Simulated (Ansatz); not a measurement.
# K (sc type): how the settings move a single-point run

Question: which choices in the input matter for K (sc type)?

Computed with Ansatz 0.2.0 (reference: DFT, LDA, all-electron PAW with datasets made for the crystal, scalar-relativistic, unless a step's input says otherwise).

## 1. Starting point

It takes space group Pm-3m (No. 221, cubic). The conventional cell has a = 4.111 Å, b = 4.111 Å, c = 4.111 Å, α = 90.00°, β = 90.00°, γ = 90.00°. K (site symmetry m-3m) has 6 K at 4.11 Å in its first shell of neighbours.

As a file:

```xyz
1
Lattice="4.1110 0.0000 0.0000 0.0000 4.1110 0.0000 0.0000 0.0000 4.1110" Properties=species:S:1:pos:R:3 pbc="T T T"
K     0.0000    0.0000    0.0000
```

## 2. Baseline

Input file input.yaml:

```yaml
crystal:
  lattice:
    - [4.1110264366, 0.0, 0.0]
    - [0.0, 4.1110264366, 0.0]
    - [0.0, 0.0, 4.1110264366]
  atoms:
    - { symbol: K, position: [0.0, 0.0, 0.0] }
kpoints:
  mp_grid: { grid: [9, 9, 9] }
scf:
  occupations: { method: fermi_dirac, width: 0.05 }
hamiltonian:
  xc: lda
  pseudopotentials: { kind: all_electron, datasets: crystal }
output:
  forces: true
  stress: true
  eigenvalues: true
```

Command:

```bash
> ansatz run input.yaml --threads 1 --pin off --max-ram 2048MiB --backend cpu --events-out ev --progress --plain --runs-dir out
```

## 3. Changed: starting moments, occupations.method cold, spin_polarized true

Edit input.yaml of step 2 so:

```diff
@@ -6,3 +6,3 @@
   atoms:
-    - { symbol: K, position: [0.0, 0.0, 0.0] }
+    - { symbol: K, position: [0.0, 0.0, 0.0], spin: 1.0 }
 kpoints:
@@ -10,3 +10,3 @@
 scf:
-  occupations: { method: fermi_dirac, width: 0.05 }
+  occupations: { method: cold, width: 0.05 }
 hamiltonian:
@@ -18 +18,3 @@
   eigenvalues: true
+magnetization:
+  spin_polarized: true
```

## 4. Changing settings: dr2_threshold 1.0e-08, preconditioner none, dispersion d3bj

Edit input.yaml of step 2 so:

```diff
@@ -11,2 +11,4 @@
   occupations: { method: fermi_dirac, width: 0.05 }
+  convergence: { dr2_threshold: 1.0e-08 }
+  mixing: { preconditioner: none }
 hamiltonian:
@@ -14,2 +16,3 @@
   pseudopotentials: { kind: all_electron, datasets: crystal }
+  dispersion: d3bj
 output:
```

What does the calculation give? Wanted: for each run, ending; energy change; pressure; gap; force.

The runs gave:

| run | ending | energy change | pressure (GPa) | gap (eV) | force (eV/Å) | cycles | time |
| --- | --- | --- | --- | --- | --- | --- | --- |
| reference | converged | 0 | 0.0 | 0.00 | 0.00 | 8 | 2.2 s |
| 1: starting moments, occupations.method cold, spin_polarized true | converged | -0.3 meV/atom (σ→0) | 0.0 | 0.00 | 0.00 | 7 | 6.4 s |
| 2: dr2_threshold 1.0e-08, preconditioner none, dispersion d3bj | converged | -116.5 meV/atom (offset of the dispersion model) | -0.3 | 0.00 | 0.00 | 10 | 2.6 s |

Residual by cycle in the longest SCF loop of each run; runs are numbered as in the table. The quantity is the density residual dr2, in eV.

| cycle | reference | run 1 | run 2 |
| --- | --- | --- | --- |
| 1 | 0.0357 | 1.8e-4 | 0.0357 |
| 2 | 0.0163 | 6.5e-6 | 0.00291 |
| 3 | 6.8e-4 | 2.3e-5 | 5.6e-4 |
| 4 | 1.7e-5 | 5.0e-6 | 2.8e-5 |
| 5 | 3.0e-6 | 1.5e-7 | 1.7e-6 |
| 6 | 3.6e-7 | 1.3e-8 | 8.1e-8 |
| 7 | 3.2e-8 | 7.6e-11 | 9.4e-10 |
| 8 | 6.8e-12 | - | 1.5e-8 |
| 9 | - | - | 3.5e-8 |
| 10 | - | - | 3.4e-10 |

«starting moments, occupations.method cold, spin_polarized true» moves the energy by -0.3 meV/atom. The pressure spans -0.3 to 0.0 GPa over the reference and the converged variants. Of the variants the dearest is «starting moments, occupations.method cold, spin_polarized true» (6.4 s), the cheapest «dr2_threshold 1.0e-08, preconditioner none, dispersion d3bj» (2.6 s), on a shared host.
